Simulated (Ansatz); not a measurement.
# Cr3Rh: the cost of one run

Program: Ansatz 0.2.0. Level of theory: DFT r2SCAN, scalar-relativistic, plane waves, PAW. These are calculated values, not measurements.

### 1 Starting point

It takes space group Pm-3n (No. 223, cubic). The conventional cell has a = 4.638 Å, b = 4.638 Å, c = 4.638 Å, α = 90.00°, β = 90.00°, γ = 90.00°. Around Cr (site symmetry -4m2) lie 2 Cr at 2.32 Å and 4 Rh at 2.59 Å. Rh (site symmetry m-3) has 12 Cr at 2.59 Å as nearest neighbours.

Structure file:

```
CELL_PARAMETERS angstrom
4.63773 0.00000 0.00000
0.00000 4.63773 0.00000
0.00000 0.00000 4.63773
ATOMIC_POSITIONS crystal
Cr 0.25000 0.00000 0.50000
Cr 0.75000 0.00000 0.50000
Cr 0.00000 0.50000 0.25000
Cr 0.00000 0.50000 0.75000
Cr 0.50000 0.75000 0.00000
Cr 0.50000 0.25000 0.00000
Rh 0.00000 0.00000 0.00000
Rh 0.50000 0.50000 0.50000
```

(A quick probe on a coarse mesh, which set the mesh and smearing, is not shown.)

### 3 The relaxation

The input, input.yaml:

```yaml
crystal:
  lattice:
    - [4.63773, 0.0, 0.0]
    - [0.0, 4.63773, 0.0]
    - [0.0, 0.0, 4.63773]
  atoms:
    - { symbol: Cr, position: [0.25, 0.0, 0.5], spin: 0.94 }
    - { symbol: Cr, position: [0.75, 0.0, 0.5], spin: 0.94 }
    - { symbol: Cr, position: [0.0, 0.5, 0.25], spin: 0.94 }
    - { symbol: Cr, position: [0.0, 0.5, 0.75], spin: 0.94 }
    - { symbol: Cr, position: [0.5, 0.75, 0.0], spin: 0.94 }
    - { symbol: Cr, position: [0.5, 0.25, 0.0], spin: 0.94 }
    - { symbol: Rh, position: [0.0, 0.0, 0.0], spin: 0.4 }
    - { symbol: Rh, position: [0.5, 0.5, 0.5], spin: 0.4 }
basis:
  ecutwfc: 500
kpoints:
  mp_grid: { grid: [8, 8, 8] }
hamiltonian:
  xc: r2scan
scf:
  occupations: { method: gaussian, width: 0.1 }
output:
  forces: true
  stress: true
  eigenvalues: true
  populations: true
magnetization:
  spin_polarized: true
relax:
  adjacent_minimum: "off"
  f_tol: 0.01
  max_steps: 80
  cell: { stress_tol: 0.05 }
```

On the command line:

```bash
> ansatz run input.yaml --threads 1 --pin off --max-ram 2560MiB --backend cpu --events-out ev --progress --plain --runs-dir out
```

Q: Estimate wall time and peak memory on 1 thread of Arm Neoverse V1, shared host.

About 9 min, with a peak of 0.93 GiB.
